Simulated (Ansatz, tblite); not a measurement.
# The cluster Cu₅O₄+: one state, many levels

The task here is to estimate one member of a computed series from the others.

Method: as each input shows; program: Ansatz 0.2.0, Gaussian basis.

The runs, in order: GFN1-xTB, GFN2-xTB, PBE-D4/def2-TZVP, r2SCAN-D4/def2-TZVP, HSE06-D4/def2-TZVP, B3LYP-D4/def2-TZVP, r2SCANh-D4/def2-TZVP, PBE-D4/def2-SVP, PBE0-D4/def2-SVP, HF/STO-3G, MP2/def2-SVP, RPA/def2-SVP.

5 further runs of the same task are left out: 1 that didn't finish, 4 set aside as unsound or not needed. Runs told in other sessions of the task aren't counted.

### The structure

The geometry is that of the singlet, from an earlier relaxation (PBE0-D4/def2-SVP). At that level it is the lowest of the isomers that a small search found.

9 atoms, charge 1, spin multiplicity 1.

Bond lengths: Cu1–O8 1.859 Å, Cu1–O9 1.772 Å, Cu2–O7 1.859 Å, Cu2–O9 1.772 Å, Cu3–O7 1.858 Å, Cu3–O8 1.858 Å, Cu4–O6 1.772 Å, Cu4–O8 1.859 Å, Cu5–O6 1.772 Å, Cu5–O7 1.859 Å. Angles: O8–Cu1–O9 126.4°, O7–Cu2–O9 126.4°, O7–Cu3–O8 167.1°, O6–Cu4–O8 126.4°, O6–Cu5–O7 126.5°, Cu4–O6–Cu5 124.1°, Cu2–O7–Cu3 84.4°, Cu2–O7–Cu5 122.7°, Cu3–O7–Cu5 84.3°, Cu1–O8–Cu3 84.3°, Cu1–O8–Cu4 122.7°, Cu3–O8–Cu4 84.4°, Cu1–O9–Cu2 124.2°.

As a file:

```
Cu   -0.91075   -0.27152    2.06443
Cu   -1.55212   -1.48306   -0.75090
Cu   -0.42360    0.67188   -0.19254
Cu    1.79890    1.09064    0.86296
Cu    1.15801   -0.12039   -1.95172
O     2.27683    0.55991   -0.75831
O    -0.69276   -0.21456   -1.80318
O     0.06308    1.21421    1.51656
O    -1.71760   -1.44710    1.01268
```

No spin-orbit coupling is included. The ion is computed in the gas phase, without counter-ions or solvent.

PBE0-D4/def2-TZVP was run before; its log isn't repeated, and its numbers join the tables.

Set-up of the first run:

Tight binding, by tblite at 300 K electronic temperature and without a spin-polarisation term:

```python
tblite.interface.Calculator('GFN1-xTB', numbers, positions, charge=1, uhf=0).singlepoint()
```

Tight binding, by tblite at 300 K electronic temperature and without a spin-polarisation term:

```python
tblite.interface.Calculator('GFN2-xTB', numbers, positions, charge=1, uhf=0).singlepoint()
```

start.molden holds the orbitals of an earlier run on this state, given as this run's starting guess.

Contents of in.yaml:

```yaml
crystal:
  periodic: [false, false, false]
  atoms:
    - {symbol: Cu, position_ang: [-0.910746, -0.271516, 2.064427]}
    - {symbol: Cu, position_ang: [-1.552125, -1.483063, -0.750897]}
    - {symbol: Cu, position_ang: [-0.423603, 0.671875, -0.192541]}
    - {symbol: Cu, position_ang: [1.798903, 1.090637, 0.862958]}
    - {symbol: Cu, position_ang: [1.158011, -0.120393, -1.951720]}
    - {symbol: O, position_ang: [2.276827, 0.559906, -0.758305]}
    - {symbol: O, position_ang: [-0.692763, -0.214560, -1.803177]}
    - {symbol: O, position_ang: [0.063083, 1.214213, 1.516562]}
    - {symbol: O, position_ang: [-1.717598, -1.447098, 1.012684]}
basis:
  gaussian: {orbitals: def2-TZVP, initial_orbitals: start.molden}
total_charge: 1
hamiltonian: {xc: pbe, dispersion: d4}
scf: {omitted_lower_state_checks: [starts]}
output: {forces: true, orbitals: {seedname: orbitals}}
```

Command:

```bash
ansatz run in.yaml --threads 4 --pin off --events-out ev --progress --plain --max-ram 4787MiB
```

Among the steps run: PBE-D4/def2-TZVP; r2SCAN-D4/def2-TZVP; HSE06-D4/def2-TZVP; B3LYP-D4/def2-TZVP; r2SCANh-D4/def2-TZVP; PBE-D4/def2-SVP; PBE0-D4/def2-SVP; HF/STO-3G; MP2/def2-SVP; RPA/def2-SVP.

One of the session's tables, all rows but one given; the rest of the session is left out.

```
               level  HOMO (eV)  LUMO (eV)  gap (eV)
           HF/STO-3G      -8.09      -4.21      3.87
     PBE-D4/def2-SVP     -10.10     -10.07      0.04
    PBE-D4/def2-TZVP          ?          ?         ?
 r2SCAN-D4/def2-TZVP     -10.49     -10.26      0.23
r2SCANh-D4/def2-TZVP     -11.03     -10.05      0.98
  B3LYP-D4/def2-TZVP     -11.52      -9.97      1.56
    PBE0-D4/def2-SVP     -11.46      -9.58      1.87
   PBE0-D4/def2-TZVP     -11.64      -9.73      1.91
  HSE06-D4/def2-TZVP     -11.25     -10.07      1.17
```

Estimate the missing values for PBE-D4/def2-TZVP.

As computed: HOMO (eV): -10.36; LUMO (eV): -10.30; gap (eV): 0.06. In the column «HOMO (eV)» it lies between r2SCAN-D4/def2-TZVP (-10.49) and PBE-D4/def2-SVP (-10.10).
